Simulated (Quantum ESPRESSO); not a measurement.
Crystal: Cu.

```
CELL_PARAMETERS angstrom
1.64000 2.31931 0.00000
-1.64000 2.31931 0.00000
0.00000 2.31931 1.50000
ATOMIC_POSITIONS crystal
Cu 0.00000 0.00000 0.00000
```

The cell was built by a generator and needn't be a form met in nature.

A run of Quantum ESPRESSO 7.5 on this cell left the log below. Logs are shortened: lines on timing, memory, paths and dates and some standing lists are left out, and cuts for length are marked.

```text
This program is part of the open-source Quantum ESPRESSO suite
     for quantum simulation of materials; please cite
[... 9 lines left out ...]
     --------------------
     sticks:   dense  smooth     PW     G-vecs:    dense   smooth      PW
     Sum         969     483    205                12347     4335    1181

     Using Slab Decomposition

     bravais-lattice index     =            0
     lattice parameter (alat)  =       5.3679  a.u.
     unit-cell volume          =      77.0053 (a.u.)^3
     number of atoms/cell      =            1
     number of atomic types    =            1
     number of electrons       =        19.00
     number of Kohn-Sham states=           16
     kinetic-energy cutoff     =      56.0000  Ry
     charge density cutoff     =     448.0000  Ry
     scf convergence threshold =      2.0E-10
     mixing beta               =       0.5000
     number of iterations used =            8  plain     mixing
     Exchange-correlation= SLA  PW   PSX  PSC
                           (   1   4  10   8   0   0   0)

     celldm(1)=   5.367887  celldm(2)=   0.000000  celldm(3)=   0.000000
     celldm(4)=   0.000000  celldm(5)=   0.000000  celldm(6)=   0.000000

     crystal axes: (cart. coord. in units of alat)
               a(1) = (   0.577350   0.816497   0.000000 )
               a(2) = (  -0.577350   0.816497   0.000000 )
               a(3) = (   0.000000   0.816497   0.528064 )

     reciprocal axes: (cart. coord. in units 2 pi/alat)
               b(1) = (  0.866025  0.612372 -0.946854 )
               b(2) = ( -0.866025  0.612372 -0.946854 )
               b(3) = (  0.000000 -0.000000  1.893709 )

     PseudoPot. # 1 for Cu read from file:
     cu_pbesol_v1.2.uspp.F.UPF
     Pseudo is Ultrasoft + core correction, Zval = 19.0
     Generated by new atomic code, or converted to UPF format
     Using radial grid of  867 points,  6 beta functions with:
                l(1) =   0
                l(2) =   0
                l(3) =   1
                l(4) =   1
                l(5) =   2
                l(6) =   2
     Q(r) pseudized with  8 coefficients,  rinner =    1.150   1.150   1.150
                                                       1.150   1.150

     atomic species   valence    mass     pseudopotential
     Cu               19.00    63.54600     Cu( 1.00)

      8 Sym. Ops., with inversion, found

   Cartesian axes

     site n.     atom                  positions (alat units)
         1        Cu     tau(   1) = (   0.0000000   0.0000000   0.0000000  )

     number of k points=   621  Methfessel-Paxton smearing, width (Ry)=  0.0073

     Number of k-points >= 100: set verbosity='high' to print them.

     Dense  grid:    12347 G-vectors     FFT dimensions: (  40,  40,  36)

     Smooth grid:     4335 G-vectors     FFT dimensions: (  25,  25,  25)

     Check: negative core charge=   -0.000002

     Initial potential from superposition of free atoms

     starting charge      18.0000, renormalised to      19.0000
     Starting wfcs are   13 randomized atomic wfcs +    3 random wfcs

     Self-consistent Calculation

     iteration #  1     ecut=    56.00 Ry     beta= 0.50
     Davidson diagonalization with overlap
     ethr =  1.00E-02,  avg # of iterations =  5.9

     total energy              =    -400.84085279 Ry
     estimated scf accuracy    <       5.25758185 Ry

     iteration #  2     ecut=    56.00 Ry     beta= 0.50
     Davidson diagonalization with overlap
     ethr =  1.00E-02,  avg # of iterations =  2.7

     total energy              =    -402.94223024 Ry
     estimated scf accuracy    <       5.50462373 Ry

     iteration #  3     ecut=    56.00 Ry     beta= 0.50
     Davidson diagonalization with overlap
     ethr =  1.00E-02,  avg # of iterations =  2.0

     total energy              =    -403.49643925 Ry
     estimated scf accuracy    <       0.27215999 Ry

     iteration #  4     ecut=    56.00 Ry     beta= 0.50
     Davidson diagonalization with overlap
     ethr =  1.43E-03,  avg # of iterations =  1.1

     total energy              =    -403.50544531 Ry
     estimated scf accuracy    <       0.11485745 Ry

     iteration #  5     ecut=    56.00 Ry     beta= 0.50
     Davidson diagonalization with overlap
     ethr =  6.05E-04,  avg # of iterations =  1.1
[... 78 lines left out ...]
     total energy              =    -403.48002478 Ry
     estimated scf accuracy    <       0.00000001 Ry

     iteration # 17     ecut=    56.00 Ry     beta= 0.50
     Davidson diagonalization with overlap
     ethr =  7.07E-11,  avg # of iterations =  2.6

     total energy              =    -403.48002478 Ry
     estimated scf accuracy    <          4.7E-09 Ry

     iteration # 18     ecut=    56.00 Ry     beta= 0.50
     Davidson diagonalization with overlap
     ethr =  2.50E-11,  avg # of iterations =  1.2

     total energy              =    -403.48002478 Ry
     estimated scf accuracy    <          7.6E-10 Ry

     iteration # 19     ecut=    56.00 Ry     beta= 0.50
     Davidson diagonalization with overlap
     ethr =  3.98E-12,  avg # of iterations =  1.4

     End of self-consistent calculation

     Number of k-points >= 100: set verbosity='high' to print the bands.

     the Fermi energy is    16.5993 ev

!    total energy              =    -403.48002478 Ry
     estimated scf accuracy    <          1.1E-10 Ry
     smearing contrib. (-TS)   =      -0.00001606 Ry
     internal energy E=F+TS    =    -403.48000872 Ry

     The total energy is F=E-TS. E is the sum of the following terms:
     one-electron contribution =    -268.27901038 Ry
     hartree contribution      =     145.84959998 Ry
     xc contribution           =     -38.44780125 Ry
     ewald contribution        =    -242.60279707 Ry

     convergence has been achieved in  19 iterations

     Forces acting on atoms (cartesian axes, Ry/au):

     atom    1 type  1   force =     0.00000000    0.00000000    0.00000000

     Total force =     0.000000     Total SCF correction =     0.000000

     Computing stress (Cartesian axis) and pressure

          total   stress  (Ry/bohr**3)                   (kbar)     P=      150.76
   0.00281451  -0.00000000  -0.00000000          414.03       -0.00       -0.00
  -0.00000000  -0.00176392   0.00000000           -0.00     -259.48        0.00
  -0.00000000   0.00000000   0.00202387           -0.00        0.00      297.72

=------------------------------------------------------------------------------=
   JOB DONE.
=------------------------------------------------------------------------------=
```

Problem. Write the input and the command behind it.

Solution. Single point with PBEsol, no spin polarisation. The files as run (others can give the same):

pw.in
```
&CONTROL
  calculation = 'scf'
  prefix = 'pwscf'
  outdir = './tmp'
  pseudo_dir = './pseudo'
  tprnfor = .true.
  tstress = .true.
  disk_io = 'nowf'
/
&SYSTEM
  ibrav = 0
  nat = 1
  ntyp = 1
  ecutwfc = 56
  ecutrho = 448
  nbnd = 16
  occupations = 'smearing'
  smearing = 'mp'
  degauss = 0.00734986
/
&ELECTRONS
  conv_thr = 2d-10
  electron_maxstep = 120
  mixing_beta = 0.5
/
ATOMIC_SPECIES
Cu    63.5460 cu_pbesol_v1.2.uspp.F.UPF
CELL_PARAMETERS angstrom
   1.6400000000    2.3193102423    0.0000000000
  -1.6400000000    2.3193102423    0.0000000000
   0.0000000000    2.3193102423    1.5000000000
ATOMIC_POSITIONS crystal
Cu     0.0000000000    0.0000000000    0.0000000000
K_POINTS automatic
16 16 16 0 0 0
```

Potentials or basis: GBRV 1.5 PBEsol.
Run with:
```bash
$ OMP_NUM_THREADS=1 pw.x -in pw.in > pw.out
```

Caveat: so large a pressure means that the cell lies far from this level's equilibrium, or that cutoff or potentials fall short.
